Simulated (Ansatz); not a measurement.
# TaTe, relaxed, part 2 of 2

Wanted: the geometry at rest of TaTe (a borrowed structure type, volume estimated), relaxing cell and atoms, and its electronic structure there.

Ansatz 0.2.0; DFT, r2SCAN, spin-orbit coupling, plane waves, PAW. Relaxing cell and atoms. Earlier steps stand in the parts before.

### 3 More of the same log

The log, continued:

```text
relax step   7: F+E_penalty+E_count = -33805.01554323 eV  Δ(F+E_penalty+E_count) = -2.236e-2 eV  max|allowed force component| = 2.819e-17 eV/Å  Δτ_max = 0.0000 Å  P = -0.583 GPa  Ω = 83.898 Å³  energy of the carried Pulay correction = +2.294e-3 eV  (9 SCF iters, dr2 threshold 4.00e-7 eV, accepted)
relax step   8: F+E_penalty+E_count = -33805.03910502 eV  Δ(F+E_penalty+E_count) = -2.356e-2 eV  max|allowed force component| = 6.939e-17 eV/Å  Δτ_max = 0.0000 Å  P = +0.683 GPa  Ω = 83.068 Å³  energy of the carried Pulay correction = +2.460e-3 eV  (10 SCF iters, dr2 threshold 4.00e-7 eV, accepted)
relax step   9: F+E_penalty+E_count = -33805.19466743 eV  Δ(F+E_penalty+E_count) = -1.556e-1 eV  max|allowed force component| = 3.166e-17 eV/Å  Δτ_max = 0.0000 Å  P = +1.654 GPa  Ω = 82.097 Å³  energy of the carried Pulay correction = +2.628e-3 eV  (7 SCF iters, dr2 threshold 4.00e-7 eV, accepted)
relax step  10: F+E_penalty+E_count = -33805.35421738 eV  Δ(F+E_penalty+E_count) = -1.595e-1 eV  max|allowed force component| = 2.602e-17 eV/Å  Δτ_max = 0.0000 Å  P = +4.120 GPa  Ω = 80.419 Å³  energy of the carried Pulay correction = +2.977e-3 eV  (8 SCF iters, dr2 threshold 4.00e-7 eV, accepted)
relax step  11: F+E_penalty+E_count = -33805.38742814 eV  Δ(F+E_penalty+E_count) = -3.321e-2 eV  max|allowed force component| = 6.245e-17 eV/Å  Δτ_max = 0.0000 Å  P = -0.039 GPa  Ω = 82.951 Å³  energy of the carried Pulay correction = +2.316e-3 eV  (7 SCF iters, dr2 threshold 4.00e-7 eV, accepted)
relax step  12: F+E_penalty+E_count = -33805.39188347 eV  Δ(F+E_penalty+E_count) = -4.455e-3 eV  max|allowed force component| = 2.711e-17 eV/Å  Δτ_max = 0.0000 Å  P = -0.295 GPa  Ω = 83.072 Å³  energy of the carried Pulay correction = +2.299e-3 eV  (6 SCF iters, dr2 threshold 4.00e-7 eV, accepted)
relax step  13: F+E_penalty+E_count = -33805.39212499 eV  Δ(F+E_penalty+E_count) = -2.415e-4 eV  max|allowed force component| = 5.052e-17 eV/Å  Δτ_max = 0.0000 Å  P = -0.010 GPa  Ω = 82.889 Å³  energy of the carried Pulay correction = +2.343e-3 eV  (4 SCF iters, dr2 threshold 3.52e-7 eV, accepted)
relax step  14: F+E_penalty+E_count = -33805.39811714 eV  Δ(F+E_penalty+E_count) = -5.992e-3 eV  max|allowed force component| = 4.467e-17 eV/Å  Δτ_max = 0.0000 Å  P = +0.031 GPa  Ω = 82.889 Å³  stress off target by 6.12e-2 GPa  SCF on the basis re-selected at this cell (its energy is not comparable with the rows above)  (7 SCF iters)
relax step  15: F+E_penalty+E_count = -33805.39812815 eV  Δ(F+E_penalty+E_count) = -1.101e-5 eV  max|allowed force component| = 2.212e-17 eV/Å  Δτ_max = 0.0000 Å  P = +0.003 GPa  Ω = 82.909 Å³  energy of the carried Pulay correction = -5.350e-6 eV  (5 SCF iters, dr2 threshold 9.36e-9 eV, accepted)
Projection manifold: j_resolved (fully-relativistic pseudo-atomic orbitals)
iter 1 solved again at ethr=8.13e-8 eV; its pass at ethr=3.10e-3 eV (dr2=4.72e-5 eV) is discarded
SCF iter   1: F=-33805.398141 eV  HF=-33805.398141 eV  |F-HF|=7.13e-10  |Δ(HF+E_count)|=         —  Δρ=2.49e-6  dr2=4.03e-9  dr2_τ=5.88e-10  dr2_m=0.00e0 (ungated)  ethr=8.13e-8  |M|=0.00e0 ∫|m|=0.00e0 μB  |m|>n=0.0e0 m-floor=0.0e0 τ_xc=0.0e0  β_m=0.30  ⟨swp⟩=4.1  Hψ=6009  notcnv=0
eigensolver tolerance schedule: the retry pair's looser diagonalisation over-reported the residual by 11694.08 of it (diagonalisation noise at 0.44 of the residual, at the tolerance the schedule requests for it); recorded, not acted on — ethr = c·dr2/N_el stays at c = 1.0e-1
spin=Noncollinear: Kerker preconditioning applied to the charge; magnetization (m_x, m_y, m_z) channels mix plain (no charge-response kernel on spin).
SCF iter   2: F=-33805.398138 eV  HF=-33805.398138 eV  |F-HF|=7.35e-10  |Δ(HF+E_count)|=   2.22e-6  Δρ=1.84e-6  dr2=2.16e-9  dr2_τ=3.20e-11  dr2_m=0.00e0 (ungated)  ethr=6.95e-12  |M|=0.00e0 ∫|m|=0.00e0 μB  |m|>n=0.0e0 m-floor=0.0e0 τ_xc=0.0e0  β_m=0.65  ⟨swp⟩=3.2  Hψ=1622  notcnv=0
SCF iter   3: F=-33805.398138 eV  HF=-33805.398138 eV  |F-HF|=1.09e-10  |Δ(HF+E_count)|=  8.88e-10  Δρ=6.00e-7  dr2=3.36e-10  dr2_τ=1.54e-11  dr2_m=0.00e0 (ungated)  ethr=3.72e-12  |M|=0.00e0 ∫|m|=0.00e0 μB  |m|>n=0.0e0 m-floor=0.0e0 τ_xc=0.0e0  β_m=0.68  ⟨swp⟩=2.1  Hψ=916  notcnv=0
SCF iter   4: F=-33805.398138 eV  HF=-33805.398138 eV  |F-HF|=2.91e-11  |Δ(HF+E_count)|=  1.53e-10  Δρ=2.62e-7  dr2=4.42e-11  dr2_τ=1.19e-12  dr2_m=0.00e0 (ungated)  ethr=1.00e-12  |M|=0.00e0 ∫|m|=0.00e0 μB  |m|>n=0.0e0 m-floor=0.0e0 τ_xc=0.0e0  β_m=0.84  ⟨swp⟩=2.1  Hψ=887  notcnv=0
SCF iter   5: F=-33805.398138 eV  HF=-33805.398138 eV  |F-HF|=7.28e-12  |Δ(HF+E_count)|=  4.37e-11  Δρ=3.91e-8  dr2=1.39e-12  dr2_τ=6.21e-14  dr2_m=0.00e0 (ungated)  ethr=1.00e-12  |M|=0.00e0 ∫|m|=0.00e0 μB  |m|>n=0.0e0 m-floor=0.0e0 τ_xc=0.0e0  ⟨swp⟩=8.2  Hψ=3308  notcnv=0
SCF 16 converged in 5 iterations: F = -33805.398138 eV  dr2 = 1.39e-12
relax step  16: F+E_penalty+E_count = -33805.39813846 eV  Δ(F+E_penalty+E_count) = -1.031e-5 eV  max|allowed force component| = 2.212e-17 eV/Å  Δτ_max = 0.0000 Å  P = +0.003 GPa  Ω = 82.909 Å³  stress off target by 4.23e-3 GPa  SCF on the basis re-selected at this cell (its energy is not comparable with the rows above)  (5 SCF iters)
basis re-selected at this cell: Δ(F+E_penalty+E_count) = -1.031e-5 eV, ΔP = +0.000 GPa vs the last step (what re-selecting the basis moved, of the pressure what is left beyond the Pulay correction that the steps carried, after the strain that the cell walked since its last selection, with what the two solves' SCF thresholds leave and, on support functions, any second-order correction that the steps lacked; it is no measure of the basis error at this ecutwfc). This SCF's stress stands 4.23e-3 GPa from its target on what of the cell is left free (relax.cell.stress_tol is 5.00e-2 GPa) and its largest allowed force component is 2.21e-17 eV/Å (relax.f_tol is 1.00e-2 eV/Å): within both
SCF converged after 5 iterations
Magnetization: |M| = 0.0000 μB,  M = (+0.0000, +0.0000, +0.0000) μB
Absolute magnetization: 0.0000 μB (∫|m|)
  site 0: m = (+0.0000, +0.0000, +0.0000) μB, |m| = 0.0000 μB  (R = 1.26 Å)
  site 1: m = (+0.0000, +0.0000, +0.0000) μB, |m| = 0.0000 μB  (R = 1.26 Å)
  site 2: m = (+0.0000, +0.0000, +0.0000) μB, |m| = 0.0000 μB  (R = 1.26 Å)
  site 3: m = (+0.0000, +0.0000, +0.0000) μB, |m| = 0.0000 μB  (R = 1.26 Å)
Free energy (F): -33805.398138 eV
Harris-Foulkes:  -33805.398138 eV  (|F-HF|=7.28e-12)
Internal energy: -33805.321739 eV  (E = F + TS)
E sigma→0 (E₀):  -33805.359939 eV
Entropy (-TS):   -0.076399 eV (-19.100 meV/atom)
Fermi energy:    17.215500 eV
--- Per-component energies (eV) ---
  E_band       = -612.721578
  E_kinetic    = 1098.319753
  E_local      = -2787.428960  (includes V_loc(G=0)·N_el)
  E_nonlocal   = -597.109958
  E_hartree    = 1664.831072
  E_xc         = -639.855121
  E_vxc        = -669.067882  (∫ρ·V_xc dr)
  E_paw        = -26142.853449  (= ΣΔE_a)
  E_vpaw       = -1023.184294  (= ΣTr[D̂ρ^β])
  E_aug_tail   = 0.000078  (compensation charges beyond the density's cutoff)
  E_vtau       = 36.087490  (kinetic-family band-sum trace: ∫τ·v_τ [+ j·A + Jᵃ·Aᵃ] dr)
  E_ewald      = -6400.255162
  E_core_change = -0.969993  (= ΣΔE_core)
  E_smearing   = -0.076399  (= −TS)
  E_closure    = 0.000000  (closes the sum)
  Σ components = -33805.398138   (vs F -33805.398138, Δ=0.00e0)
--- Forces (eV/Å), atoms counted from 1 ---
  atom   1  Ta     0.00000000    -0.00000000    -0.00000000
  atom   2  Ta    -0.00000000     0.00000000     0.00000000
  atom   3  Te     0.00000000     0.00000000    -0.00000000
  atom   4  Te    -0.00000000    -0.00000000     0.00000000
  max |Σ_I F_I| component: 1.73e-18 eV/Å
--- Stress (GPa, compression-positive) ---
        0.004229       0.000000      -0.000000
        0.000000       0.004229      -0.000000
       -0.000000      -0.000000       0.000992
  P = ⅓ Tr σ = 0.0031 GPa (0.031 kbar)
--- Band table (eV; the first three rows and the last of 18) ---
  k-point 0: bands = ["-52.7035", "-52.7035", "-52.6546", "-52.6546", "-24.9909", "-24.9909", "-24.8440", "-24.8440", "-22.6265", "-22.6265", "-22.6167", "-22.6167", "-22.6133", "-22.6133", "-22.5912", "-22.5912", "-21.1801", "-21.1801", "-21.1597", "-21.1597", "-21.1552", "-21.1552", "-21.1386", "-21.1386", "-21.1344", "-21.1344", "-21.1170", "-21.1170", "-16.4284", "-16.4284", "-16.3823", "-16.3823", "-16.1781", "-16.1781", "-16.0526", "-16.0526", "1.4949", "1.4949", "6.9583", "6.9583", "10.7362", "10.7362", "11.9003", "11.9003", "12.2953", "12.2953", "12.7308", "12.7308", "13.3610", "13.3610", "13.6609", "13.6609", "15.3118", "15.3118", "15.5408", "15.5408", "16.0437", "16.0437", "16.0541", "16.0541", "18.0887", "18.0887", "18.0978", "18.0978", "19.4534", "19.4534", "20.7781", "20.7781", "21.5597", "21.5597", "21.6322", "21.6322", "22.1454", "22.1454", "22.7229", "22.7229", "23.2173", "23.2173", "23.9771", "23.9771", "24.1430", "24.1430"]
  k-point 1: bands = ["-52.6989", "-52.6989", "-52.6593", "-52.6593", "-24.9770", "-24.9770", "-24.8582", "-24.8582", "-22.6256", "-22.6256", "-22.6181", "-22.6181", "-22.6105", "-22.6105", "-22.5932", "-22.5932", "-21.1771", "-21.1771", "-21.1645", "-21.1645", "-21.1604", "-21.1604", "-21.1392", "-21.1392", "-21.1268", "-21.1268", "-21.1167", "-21.1167", "-16.4102", "-16.4102", "-16.3743", "-16.3743", "-16.1822", "-16.1822", "-16.0796", "-16.0796", "1.8366", "1.8366", "5.8808", "5.8808", "11.5370", "11.5370", "11.7415", "11.7415", "12.1840", "12.1840", "12.8303", "12.8303", "13.6491", "13.6491", "13.8105", "13.8105", "14.9371", "14.9371", "15.7931", "15.7931", "16.0453", "16.0453", "17.5838", "17.5838", "18.2569", "18.2569", "18.2689", "18.2689", "18.8742", "18.8742", "19.8453", "19.8453", "20.2883", "20.2883", "20.3283", "20.3283", "21.6245", "21.6245", "22.9069", "22.9069", "24.5669", "24.5669", "25.6890", "25.6890", "25.7242", "25.7242"]
  k-point 2: bands = ["-52.6867", "-52.6867", "-52.6715", "-52.6715", "-24.9406", "-24.9406", "-24.8952", "-24.8952", "-22.6233", "-22.6233", "-22.6206", "-22.6206", "-22.6046", "-22.6046", "-22.5982", "-22.5982", "-21.1727", "-21.1727", "-21.1705", "-21.1705", "-21.1604", "-21.1604", "-21.1486", "-21.1486", "-21.1175", "-21.1175", "-21.1148", "-21.1148", "-16.3734", "-16.3734", "-16.3612", "-16.3612", "-16.1800", "-16.1800", "-16.1393", "-16.1393", "2.7983", "2.7983", "4.2206", "4.2206", "11.3283", "11.3283", "11.3468", "11.3468", "12.3870", "12.3870", "12.7671", "12.7671", "14.8652", "14.8652", "14.8692", "14.8692", "15.5050", "15.5050", "16.5263", "16.5263", "17.0033", "17.0033", "17.0429", "17.0429", "17.5650", "17.5650", "17.6699", "17.6699", "17.7842", "17.7842", "19.5490", "19.5490", "20.6093", "20.6093", "20.8455", "20.8455", "20.9355", "20.9355", "22.6329", "22.6329", "24.1040", "24.1040", "24.3670", "24.3670", "26.5231", "26.5231"]
  k-point 17: bands = ["-52.6865", "-52.6865", "-52.6714", "-52.6714", "-24.9429", "-24.9429", "-24.8974", "-24.8974", "-22.6232", "-22.6232", "-22.6214", "-22.6214", "-22.6031", "-22.6031", "-22.5973", "-22.5973", "-21.1719", "-21.1719", "-21.1658", "-21.1658", "-21.1526", "-21.1526", "-21.1432", "-21.1432", "-21.1263", "-21.1263", "-21.1243", "-21.1243", "-16.4032", "-16.4032", "-16.3930", "-16.3930", "-16.1581", "-16.1581", "-16.1137", "-16.1137", "3.2464", "3.2464", "4.6589", "4.6589", "10.1326", "10.1326", "10.4528", "10.4528", "11.0165", "11.0165", "12.0879", "12.0879", "14.9837", "14.9837", "15.1879", "15.1879", "15.5443", "15.5443", "16.8846", "16.8846", "17.2509", "17.2509", "17.9261", "17.9261", "18.0530", "18.0530", "18.8279", "18.8279", "19.1855", "19.1855", "19.4864", "19.4864", "21.0989", "21.0989", "21.3031", "21.3031", "21.9663", "21.9663", "22.2364", "22.2364", "23.7409", "23.7409", "25.3436", "25.3436", "25.8385", "25.8385"]
--- Relaxed structure (14 steps of the walk, 14 accepted, 2 SCFs on fresh bases) ---
  F+E_penalty+E_count = -33805.39813846 eV   max|allowed force component| = 2.212e-17 eV/Å   (the final SCF, on the basis selected at the relaxed cell)
  cell:  # Å, volume = 82.9089 Å³
    - [-3.2811711764722584e-15, 4.454732380227265, -1.7051761249558224e-7]
    - [4.454732380227265, -3.2811711874318245e-15, -1.7051761258936557e-7]
    - [2.227366030192622, 2.227366030192622, -4.177898798440214]
  atoms:
    - { symbol: Ta, position: [5.880467181578107e-33, -3.1868681207936465e-33, -6.9133105332913795e-34] }
    - { symbol: Ta, position: [0.7500000000000002, 0.25, 0.5000000000000001] }
    - { symbol: Te, position: [0.5000000000000002, 0.5000000000000002, 0.0] }
    - { symbol: Te, position: [0.2499999999999999, 0.7500000000000002, 0.5000000000000001] }
--- Löwdin populations: 4 sites ---
  site symbol       q [e]
     0     Ta     12.9621
     1     Ta     12.9621
     2     Te     15.7629
     3     Te     15.7629
  spilling = 0.009484 (of n_electrons = 58.000000)
--- Bader charges: 4 sites ---
  site symbol  charge [e]  shift [e]  m_x [muB]  m_y [muB]  m_z [muB]
     0     Ta      0.5848     0.0000     0.0000     0.0000     0.0000
     1     Ta      0.5848     0.0000     0.0000     0.0000     0.0000
     2     Te     -0.5848     0.0000     0.0000     0.0000     0.0000
     3     Te     -0.5848     0.0000     0.0000     0.0000     0.0000
  estimated error of the sums over rays = 9.4e-4 e
```

Wall time 7.5 min (2 threads of Intel Xeon Platinum 8488C (Sapphire Rapids), shared host); peak memory 1.1 GiB.

The steps of the relaxation:

| step | energy from step 1 (eV/cell) | largest force component (eV/Å) | pressure (GPa) | volume (Å³) |
| --- | --- | --- | --- | --- |
| 1 | 0.0000 | 0.0000 | 0.94 | 95.25 |
| 2 | -0.4411 | 0.0000 | -3.88 | 94.47 |
| 3 | -0.7446 | 0.0000 | -2.07 | 89.72 |
| 4 | -0.9585 | 0.0000 | -0.16 | 85.60 |
| 5 | -1.0749 | 0.0000 | 2.47 | 82.35 |
| 6 | -1.0999 | 0.0000 | 1.26 | 82.89 |
| 7 | -1.1222 | 0.0000 | -0.58 | 83.90 |
| 8 | -1.1458 | 0.0000 | 0.68 | 83.07 |
| 9 | -1.3014 | 0.0000 | 1.65 | 82.10 |
| 10 | -1.4609 | 0.0000 | 4.12 | 80.42 |
| 11 | -1.4941 | 0.0000 | -0.04 | 82.95 |
| 12 | -1.4986 | 0.0000 | -0.30 | 83.07 |
| 13 | -1.4988 | 0.0000 | -0.01 | 82.89 |
| 14 | -1.5048 | 0.0000 | 0.03 | 82.89 |
| 15 | -1.5048 | 0.0000 | 0.00 | 82.91 |
| 16 | -1.5048 | 0.0000 | 0.00 | 82.91 |

Step 1 is the start. Steps 14, 16 repeat the geometry before on a plane-wave basis chosen anew for that cell, so the energy can jump there without any move; the table keeps such jumps.

| input's cell | before | after | change |
| --- | --- | --- | --- |
| a (Å) | 3.819 | 4.455 | +16.6 % |
| b (Å) | 3.819 | 4.455 | +16.6 % |
| c (Å) | 7.067 | 5.232 | -26.0 % |
| α (°) | 74.33 | 64.81 | -9.52° |
| β (°) | 74.33 | 64.81 | -9.52° |
| volume (Å³/atom) | 23.81 | 20.73 | -13.0 % |

### 4 Total and projected density of states

States per cell by energy window, from dos.tsv and pdos.tsv (Gaussian smearing of 0.1 eV; eV from the Fermi level):

```csv
from,to,total,Ta s,Ta d,Te p
-8.0,-7.0,1.69,0.23,0.18,1.21
-7.0,-6.0,1.84,0.11,0.33,1.33
-6.0,-5.0,1.70,0.11,0.34,1.11
-5.0,-4.0,1.49,0.12,0.40,0.84
-4.0,-3.0,2.13,0.16,0.97,0.91
-3.0,-2.0,2.80,0.14,1.24,1.22
-2.0,-1.0,2.08,0.14,1.53,0.23
-1.0,0.0,3.96,0.17,3.00,0.41
0.0,1.0,2.65,0.22,1.70,0.50
1.0,2.0,2.88,0.12,1.99,0.48
2.0,3.0,4.28,0.14,3.09,0.63
3.0,4.0,3.63,0.20,2.18,0.78
4.0,5.0,3.02,0.61,1.18,0.65
```

### 5 Atomic charges

By element, from the tables in the log (a charge is positive for electrons lost): Löwdin charges also hold the electrons that the projection spills.

```
element  atoms  Bader charge (e)  Bader volume (Å³)  Löwdin charge (e)
     Ta      2             +0.58               18.1              +0.04
     Te      2             -0.58               23.3              +0.24
```

Löwdin charges rest on a small set of atomic orbitals that misses 0.9 % of the electrons, so they need not add up to the cell's charge and can differ from Bader's even in sign.

### 6 Maps of the fields

Maps in the plane spanned by a and b at height 0.500 along c (axes of the input's cell), one cell: a runs left to right (13 points from zero), b bottom to top (13 points), 90° apart. These are the smooth PAW fields, not the true ones near the nuclei.

Valence density. Ten steps from '0' (0.11 e/Å³) to '9' (16.60 e/Å³), finer at the low end (step k begins (100^(k/10) - 1)/99 of the way up):
```
1234432100000
2368752100000
2489963100000
2479962100000
1356632100000
1223221101100
0111111013321
1000000146652
1000001367774
2000001367675
1000000257764
0000000124541
1122211011210
```

ELF less spin currents. Values, 13 rows by 13 columns:
```
0.52 0.52 0.46 0.40 0.42 0.49 0.55 0.42 0.26 0.23 0.24 0.23 0.32
0.52 0.46 0.23 0.05 0.11 0.38 0.49 0.47 0.28 0.23 0.23 0.24 0.37
0.48 0.40 0.05 0.12 0.01 0.23 0.46 0.47 0.26 0.18 0.17 0.20 0.36
0.49 0.42 0.11 0.01 0.02 0.29 0.47 0.47 0.27 0.20 0.20 0.22 0.36
0.53 0.49 0.38 0.23 0.29 0.45 0.52 0.46 0.29 0.25 0.25 0.25 0.36
0.46 0.55 0.49 0.46 0.47 0.52 0.54 0.34 0.19 0.19 0.20 0.18 0.24
0.23 0.42 0.47 0.47 0.47 0.46 0.34 0.13 0.11 0.32 0.41 0.20 0.09
0.12 0.26 0.28 0.26 0.27 0.29 0.19 0.11 0.43 0.71 0.75 0.62 0.21
0.18 0.23 0.23 0.18 0.20 0.25 0.19 0.32 0.71 0.47 0.26 0.67 0.58
0.22 0.24 0.23 0.17 0.20 0.25 0.20 0.41 0.75 0.26 0.04 0.63 0.67
0.14 0.23 0.24 0.20 0.22 0.25 0.18 0.20 0.62 0.67 0.63 0.70 0.41
0.15 0.32 0.37 0.36 0.36 0.36 0.24 0.09 0.21 0.58 0.67 0.41 0.11
0.35 0.52 0.52 0.48 0.49 0.53 0.46 0.23 0.12 0.18 0.22 0.14 0.15
```

Atoms within 0.2 Å of the plane, in fractions of a and b: Ta at (0.75, 0.25), Te at (0.25, 0.75).

At the density minimum on some short contacts:

| contact | length (Å) | minimum at (fraction) | density (e/Å³) | ELF less spin currents |
| --- | --- | --- | --- | --- |
| Te3–Te4 | 3.054 | 0.50 | 0.237 | 0.23 |

```
fraction  Te3–Te4
     0.2     3.69
     0.3    0.707
     0.4    0.336
     0.5    0.237
     0.6    0.336
     0.7    0.707
     0.8     3.69
```

(Smooth valence density in e/Å³ at fractions of each contact.)

### 7 What came out

This closing draws on all 2 parts.

```
                                                 quantity                                                                      value
                                                    moves                                                                         13
                                            energy gained                                                             374.7 meV/atom
                                             largest move                                                                     0.00 Å
                     space group (0.01 Å), before / after                                                        I4_1/amd / I4_1/amd
                                                     cell  a = 4.455 Å, b = 4.455 Å, c = 5.232 Å, α = 64.81°, β = 64.81°, γ = 90.00°
                                                   volume                                                    20.73 Å³/atom (-13.0 %)
                                      pressure at the end                                                                   0.00 GPa
           formation energy (elements from separate runs)                                                               0.59 eV/atom
                                                character                                                                      metal
density of states, mean within 0.25 eV of the Fermi level                                                        2.2 per eV per cell
                                            Bader charges                                                       Ta +0.58, Te -0.58 e
                                                  moments                                                                       none
```

In words: The volume shrank by 13.0 %, and the atoms end where they began within the cell; the energy fell by 374.7 meV per atom. The shape changed more than that tells: the edges moved by +17, +17, -26 %. With 16 symmetry operations imposed, the end may be a saddle point towards distortions that break them. It is a metal; within 0.25 eV of the Fermi level the density of states averages 2.2 per eV per cell, mostly Ta d (62 %) and Te p (19 %). Against the elements' reference phases (Ta bcc, Te trigonal tellurium; separate runs with the same functional) the formation energy is 0.59 eV per atom, so at this geometry it is not bound against them. No moment forms. No starting moment was given, so this is set by the input, not found.

Caveats: the k mesh is coarse for a cell without a gap.
